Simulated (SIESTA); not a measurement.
HfIn4SiO6:

```
Hf In Si O
1.0
     5.27743    0.00000    0.00000
    -2.63872    4.57039    0.00000
     0.00000    0.00000   10.55905
Hf In Si O
1 4 1 6
Direct
  0.66667 0.33333 0.00000
  0.00000 0.00000 0.30446
  0.00000 0.00000 0.69554
  0.33333 0.66667 0.78919
  0.33333 0.66667 0.21081
  0.00000 0.00000 0.00000
  0.97300 0.70496 0.89972
  0.29504 0.02700 0.10028
  0.29504 0.26804 0.89972
  0.73196 0.70496 0.10028
  0.73196 0.02700 0.89972
  0.97300 0.26804 0.10028
```

The cell was built by a generator and needn't be a form met in nature.

* Program: SIESTA 5.4.2
* Task: relaxation of cell and atoms
* Functional: vdW-DF2
* Potentials or basis: PseudoDojo 0.4 standard (PBE files)
* Basis: DZP (energy shift 0.003 Ry; two zetas on semicore shells)
* Grid cutoff: 800 Ry
* Energy shift: 0.003 Ry
* k mesh: 4 × 4 × 2
* Occupations: fermi-dirac, width 0.05 eV
* Spin: no spin polarisation

At the start: pressure 5.7 GPa; volume 21.22 Å³/atom.

Problem. Where does the relaxation end?

Solution. Over 10 steps the energy falls by 28.7 meV/atom and the volume is 22.63 Å³/atom (+6.6 %); space group P312 (No. 149, to 0.05 Å).

The path:
| step | energy change (eV) | largest force (eV/Å) | pressure (GPa) | volume (Å³) |
| --- | --- | --- | --- | --- |
| 1 | 0.0000 | 0.6469 | 5.74 | 254.68 |
| 2 | -0.1956 | 0.4018 | 3.28 | 260.46 |
| 3 | -0.3066 | 0.1842 | 0.71 | 267.82 |
| 4 | -0.3243 | 0.1599 | 0.00 | 270.68 |
| 5 | -0.3316 | 0.1054 | 0.56 | 269.55 |
| 6 | -0.3383 | 0.0802 | 0.09 | 271.29 |
| 7 | -0.3418 | 0.0677 | -0.21 | 272.35 |
| 8 | -0.3431 | 0.0456 | 0.00 | 271.65 |
| 9 | -0.3436 | 0.0218 | 0.03 | 271.42 |
| 10 | -0.3438 | 0.0169 | -0.01 | 271.55 |

Final structure:
```
Hf In Si O
1.0
     5.43023   -0.00267    0.00128
    -2.71744    4.70138    0.00128
     0.00256    0.00443   10.63957
Hf In Si O
1 4 1 6
Direct
  0.66666 0.33334 0.00000
  0.00023 0.99972 0.30895
  0.00028 0.99977 0.69105
  0.33332 0.66674 0.78887
  0.33326 0.66668 0.21113
  0.99991 0.00009 0.00000
  0.96603 0.70378 0.89802
  0.29622 0.03397 0.10197
  0.29666 0.26270 0.89781
  0.73730 0.70334 0.10219
  0.73653 0.03310 0.89839
  0.96690 0.26347 0.10161
```

Caveat: short orbitals over semicore shells can move pressures by several GPa; the potentials were made for another functional, which shifts forces and pressure; the basis of atomic orbitals isn't converged, which shifts pressures, moduli and gaps.
